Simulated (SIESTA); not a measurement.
Crystal: GeSb4Te4.

```xyz
9
Lattice="4.3342 0.0000 0.0000 -2.1671 3.7536 0.0000 0.0000 0.0000 17.3673" Properties=species:S:1:pos:R:3 pbc="T T T"
Te    0.0000    0.0000    5.4321
Te    0.0000    0.0000   11.9352
Te    2.1671    1.2512    1.7055
Te    0.0000    2.5024   15.6618
Sb    0.0000    2.5024    3.7203
Sb    2.1671    1.2512   13.6471
Sb    2.1671    1.2512    7.9105
Sb    0.0000    2.5024    9.4569
Ge    0.0000    0.0000    0.0000
```

The cell comes from a database or a generator and needn't be the stable form of this composition.

```yaml
Program: SIESTA 5.4.2
Task: single point
Functional: PBEsol
Potentials_or_basis: PseudoDojo 0.4 standard (PBEsol files)
Basis: DZP (energy shift 0.003 Ry; two zetas on semicore shells)
Grid_cutoff: 800 Ry
Energy_shift: 0.003 Ry
k_mesh: 7 × 7 × 2
Occupations: fermi-dirac, width 0.05 eV
Spin: no spin polarisation
```

On this cell: pressure -1.4 GPa; largest force 0.206 eV/Å; band gap on the k mesh 0.09 eV, direct.

The same run follows on a disturbed copy (atoms moved at random, drawn with an rms of 0.05 Å):

```xyz
9
Lattice="4.3342 0.0000 0.0000 -2.1671 3.7536 0.0000 0.0000 0.0000 17.3673" Properties=species:S:1:pos:R:3 pbc="T T T"
Te    0.0055   -0.0108    5.4003
Te    0.0010    0.0150   11.9424
Te    2.1606    1.2653    1.6704
Te   -0.0335    2.5415   15.6450
Sb    0.0110    2.5099    3.6964
Sb    2.1272    1.2215   13.6391
Sb    2.1401    1.2645    7.8639
Sb    0.0457    2.5400    9.4701
Ge    0.0370   -0.0544    0.0240
```

Task: What changes?

Result: The energy moves by +3.8 meV/atom; pressure -1.4 GPa; largest force 0.354 eV/Å; band gap on the k mesh 0.05 eV, direct.

Forces on the atoms (eV/Å):
```
Te  -0.009  0.116  0.139
Te  -0.159 -0.054 -0.239
Te   0.031 -0.026  0.160
Te   0.106 -0.113  0.012
Sb   0.010 -0.118 -0.189
Sb   0.157  0.087  0.306
Sb   0.298  0.099  0.132
Sb  -0.314 -0.095 -0.122
Ge  -0.119  0.101 -0.199
```

Stress tensor (GPa, compression positive):
```
-1.33 -0.07 -0.16
-0.07 -1.31  0.01
-0.16  0.01 -1.64
```

Caveats: spin-orbit coupling is left out, which moves the levels of the heavy elements; an odd mesh through Γ misses points on the zone boundary, where band edges often lie; the basis of atomic orbitals isn't converged, which shifts pressures, moduli and gaps.
